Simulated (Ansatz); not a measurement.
# InCo3N4: the cost of one run

Program: Ansatz 0.2.0. Level of theory: DFT PBE, scalar-relativistic, plane waves, PAW, unless a step names another level. These are calculated values, not measurements.

3 further runs of the same task are left out: 2 that didn't finish, 1 set aside as unsound or not needed.

## (1) The structure to begin with

It takes space group P4/mmm (No. 123, tetragonal). The conventional cell has a = 5.100 Å, b = 5.100 Å, c = 4.680 Å, α = 90.00°, β = 90.00°, γ = 90.00°. In (site symmetry 4/mmm) has 4 Co at 2.55 Å as nearest neighbours. Co (site symmetry mmm) has 2 N at 1.76 Å as nearest neighbours. Co (site symmetry 4/mmm) is surrounded by 4 Co at 2.55 Å. N (site symmetry 2mm) is surrounded by 1 N at 1.16 Å.

Structure file:

```cif
data_structure
_symmetry_space_group_name_H-M 'P 1'
_symmetry_Int_Tables_number 1
_cell_length_a 5.1000
_cell_length_b 5.1000
_cell_length_c 4.6797
_cell_angle_alpha 90.000
_cell_angle_beta 90.000
_cell_angle_gamma 90.000
_cell_volume 121.72
loop_
_atom_site_label
_atom_site_type_symbol
_atom_site_fract_x
_atom_site_fract_y
_atom_site_fract_z
_atom_site_occupancy
In1 In 0.00000 0.00000 0.00000 1
Co1 Co 0.50000 0.00000 0.00000 1
Co2 Co 0.00000 0.50000 0.00000 1
Co3 Co 0.50000 0.50000 0.00000 1
N1 N 0.00000 0.50000 0.37638 1
N2 N 0.50000 0.00000 0.62362 1
N3 N 0.00000 0.50000 0.62362 1
N4 N 0.50000 0.00000 0.37638 1
```

It came out lowest among 18 distinct ends of the trial cells. At a tolerance of 0.05 Å it has space group P4/mmm (No. 123). Site moments: 0.0 0.2 0.2 2.0 0.0 0.0 0.0 0.0 μB.

## (2) Tight relaxation for the response runs, on the response runs' mesh and smearing

The input, input.yaml:

```yaml
crystal:
  lattice:
    - [5.0999966588, 0.0, 0.0]
    - [0.0, 5.0999966588, 0.0]
    - [0.0, 0.0, 4.6796685624]
  atoms:
    - { symbol: In, position: [0.0, 0.0, 0.0] }
    - { symbol: Co, position: [0.5, 0.0, 0.0], spin: 0.19 }
    - { symbol: Co, position: [0.0, 0.5, 0.0], spin: 0.19 }
    - { symbol: Co, position: [0.5, 0.5, 0.0], spin: 2.24 }
    - { symbol: "N", position: [0.0, 0.5, 0.3763785983] }
    - { symbol: "N", position: [0.5, 0.0, 0.6236214017] }
    - { symbol: "N", position: [0.0, 0.5, 0.6236214017] }
    - { symbol: "N", position: [0.5, 0.0, 0.3763785983] }
basis:
  ecutwfc: 420
kpoints:
  mp_grid: { grid: [6, 6, 8] }
hamiltonian:
  xc: pbe
scf:
  occupations: { method: gaussian, width: 0.1 }
output:
  forces: true
  stress: true
  eigenvalues: true
  populations: true
magnetization:
  spin_polarized: true
relax:
  adjacent_minimum: "off"
  f_tol: 0.001
  max_steps: 60
  cell: { stress_tol: 0.01 }
```

Started as:

```sh
$ ansatz run input.yaml --threads 3 --pin off --max-ram 7680MiB --backend cpu --events-out ev --progress --plain --runs-dir out
```

**Question.** How long does this run take on 3 threads of Arm Neoverse V2, shared host, and how much memory does it need?

About 2.6 min, with a peak of 0.78 GiB.
